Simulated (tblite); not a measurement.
# As8B9H24: the cost of one run

Programs: tblite 0.8.0 and PySCF 2.14.0, with routines of our own; each step states its level. All values are computed. Atoms count from 0.

## (1) The system as given

41 atoms, charge -1, multiplicity 1; geometry from: force field, distance geometry or constructed start.

## (2) Optimising the geometry with GFN2-xTB

What the job is given:

```
{"job": {"kind": "relax", "xc": "GFN2-xTB", "basis": "xTB"}, "charge": -1, "multiplicity": 1}
As    -3.791900    -1.052300     0.772200
B     -3.800000     0.902300     1.456400
As     1.275200    -2.027900    -1.983200
As     2.958200    -1.046100     0.767600
B      2.957900    -1.051700    -1.291300
As    -0.422200    -1.051000     0.771200
B     -0.418800    -1.048800    -1.298000
B      1.273400    -2.022900     1.464800
B     -2.105100    -2.027700     1.462900
As     2.956100     0.898900    -1.982600
As    -0.421000     0.898500    -1.986300
As     1.267500     1.872800     0.773800
B      1.266600     1.875500    -1.289700
B      2.961100     0.899100     1.460600
As    -2.110000     1.879900     0.774000
B     -2.109700     1.875400    -1.288400
B     -0.418500     0.901600     1.464200
H     -3.797900    -1.053900    -0.747200
H     -5.038400    -1.765200     1.283000
H     -4.749300     1.452200     1.076000
H     -3.799100     0.903500     2.634800
H      1.269100    -2.024100    -3.504400
H      1.273400    -3.454000    -1.470900
H      4.195800    -1.771300     1.279000
H      3.914700    -1.599400    -1.683800
H     -1.380300    -1.602900    -1.682200
H      1.270700    -2.023300     2.632600
H      1.269400    -3.128100     1.074500
H     -2.107200    -2.025200     2.631300
H     -2.106700    -3.128300     1.076700
H      2.962500     0.900300    -3.505300
H      4.198100     1.617600    -1.477300
H     -0.419900     0.899800    -3.506100
H      1.272100     3.306600     1.284200
H      1.271200     2.979700    -1.688000
H      3.914700     1.453500     1.070400
H      2.958100     0.899800     2.629200
H     -2.106900     3.310400     1.277900
H     -3.062000     1.319400    -1.684800
H     -2.112600     2.981300    -1.683500
H     -0.419000     0.897400     2.637100
```

On the command line:

```bash
> OMP_NUM_THREADS=2 python large_run.py task.json out
```

The driver reads the jobs from task.json and runs them one after another.

**Question.** How long does this first job take on 2 threads of Intel Xeon Platinum 8259CL at 2.50GHz, shared host, and how much memory does it need?

About 8.6 s, with a peak of 0.16 GiB.
